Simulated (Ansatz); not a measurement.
**Be: equation of state**

One table from this session's results is given with a row withheld; the runs are named, their logs left out.

Method: DFT PBEsol, scalar-relativistic, in Ansatz 0.2.0.

## The starting structure

Symmetry: P4_2/mnm, No. 136, tetragonal system. Conventional cell: a = 3.747 Å, b = 3.747 Å, c = 2.281 Å, α = 90.00°, β = 90.00°, γ = 90.00°. Around Be (site symmetry m2m) lie 11 Be at 2.15 to 2.28 Å.

Structure file:

```cif
data_structure
_symmetry_space_group_name_H-M 'P4_2/mnm'
_symmetry_Int_Tables_number 136
_cell_length_a 3.7468
_cell_length_b 3.7468
_cell_length_c 2.2813
_cell_angle_alpha 90.000
_cell_angle_beta 90.000
_cell_angle_gamma 90.000
_cell_volume 32.03
loop_
_atom_site_label
_atom_site_type_symbol
_atom_site_symmetry_multiplicity
_atom_site_Wyckoff_symbol
_atom_site_fract_x
_atom_site_fract_y
_atom_site_fract_z
_atom_site_occupancy
Be1 Be 4 f 0.29741 0.29741 0.00000 1
```

The file gives the conventional cell by its symmetry; the runs use the cell typed in the input.

Atoms are numbered in the order of the input: Be1, Be2, Be3, Be4.

The first run:

input.yaml

```yaml
crystal:
  lattice:
    - [3.6703269463, 0.0, 0.0]
    - [0.0, 3.6703269463, 0.0]
    - [0.0, 0.0, 2.2347101981]
  atoms:
    - { symbol: Be, position: [0.297408, 0.297408, 0.0] }
    - { symbol: Be, position: [0.702592, 0.702592, 0.0] }
    - { symbol: Be, position: [0.202592, 0.797408, 0.5] }
    - { symbol: Be, position: [0.797408, 0.202592, 0.5] }
kpoints:
  mp_grid: { grid: [9, 9, 14] }
  band_path:
    path:
      - [0.0, 0.0, 0.0]
      - [0.0, 0.5, 0.0]
      - [0.5, 0.5, 0.0]
      - [0.0, 0.0, 0.0]
      - [0.0, 0.0, 0.5]
      - [0.0, 0.5, 0.5]
      - [0.5, 0.5, 0.5]
      - [0.0, 0.0, 0.5]
      - [0.0, 0.5, 0.0]
    npoints: 5
scf:
  occupations: { method: fermi_dirac, width: 0.05 }
hamiltonian:
  xc: pbesol
  pseudopotentials: { kind: all_electron, lapw: { basis_error: 0.001 } }
output:
  forces: true
  stress: true
  eigenvalues: true
```

On the command line:

```
> ansatz run input.yaml --threads 1 --pin off --max-ram 6144MiB --backend cpu --events-out ev --progress --plain --runs-dir out
```

Steps of the session up to this table: Volume × 0.94, LAPW; Volume × 0.94, PAW; Volume × 0.94, crystal datasets; Volume × 0.98, LAPW; Volume × 0.98, PAW; Volume × 0.98, crystal datasets; Volume × 1.01, LAPW; Volume × 1.01, PAW; Volume × 1.01, crystal datasets; Volume × 1.04, LAPW; Volume × 1.04, PAW; Volume × 1.04, crystal datasets.

One of the session's tables, all rows but one given; the rest of the session is left out.

It belongs to the step «The equation of state». 

| method | volume (Å³/atom) | largest force (eV/Å) |
| --- | --- | --- |
| LAPW | 7.526 | 0.037 |
| LAPW | 7.846 | 0.012 |
| LAPW | 8.087 | 0.006 |
| LAPW | 8.327 | 0.022 |
| PAW | 7.526 | ? |
| PAW | 7.846 | 0.012 |
| PAW | 8.087 | 0.005 |
| PAW | 8.327 | 0.022 |
| crystal datasets | 7.526 | 0.037 |
| crystal datasets | 7.846 | 0.012 |
| crystal datasets | 8.087 | 0.006 |
| crystal datasets | 8.327 | 0.022 |

**Question.** Estimate the row for PAW, 7.526.

**Answer.** largest force (eV/Å): 0.038. In the column «largest force (eV/Å)» it is the highest.

Caveats from the session: Warnings in the runs' records: crystal datasets made.
